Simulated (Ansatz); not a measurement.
# F2IrO: the cost of one run

Method: the levels named in each step, in Ansatz 0.2.0.

## Step 1: The structure to begin with

Bond lengths: O2–Ir3 1.775 Å, Ir3–F4 1.961 Å. Angles: O2–Ir3–F4 119.2°.

Structure file:

```xyz
4

F    -2.6547   -0.2259   -0.0501
O    -1.2396   -0.8046    0.4523
Ir    0.1713    0.1499   -0.0485
F     1.9658   -0.6128    0.1594
```

## Step 2: A rough first relaxation, PBE-D4/def2-SVP

This run stands in another session on the same molecule. It ended at:

```xyz
4

F    -1.7417    0.4170   -0.9025
O    -0.9108   -1.3351    1.4965
Ir   -0.4536   -0.4009    0.1676
F     1.3489   -0.1745   -0.2484
```

## Step 3: Relaxation, r2SCAN-D4/def2-TZVPP

Input file input.yaml:

```yaml
crystal:
  periodic: [false, false, false]
  atoms:
    - { symbol: F, position_ang: [-1.74166825, 0.41701211, -0.90250744] }
    - { symbol: O, position_ang: [-0.91081584, -1.33506288, 1.49648553] }
    - { symbol: Ir, position_ang: [-0.45356511, -0.40094377, 0.16758836] }
    - { symbol: F, position_ang: [1.3488892, -0.17448546, -0.24844646] }
magnetization:
  spin_polarized: true
  initial_magnetization: 1
basis:
  gaussian: { orbitals: def2-TZVPP }
hamiltonian:
  xc: r2scan
  dispersion: d4
relax:
  f_tol: 0.002
  max_steps: 150
```

Run with:

```bash
$ ansatz run input.yaml --threads 4 --pin off --max-ram 10240MiB --backend cpu --events-out ev --progress --plain --runs-dir out
```

**Question.** How long does this run take on 4 threads of Intel Xeon at 2.70GHz, shared host, and how much memory does it need?

About 22 s, with a peak of 0.37 GiB.
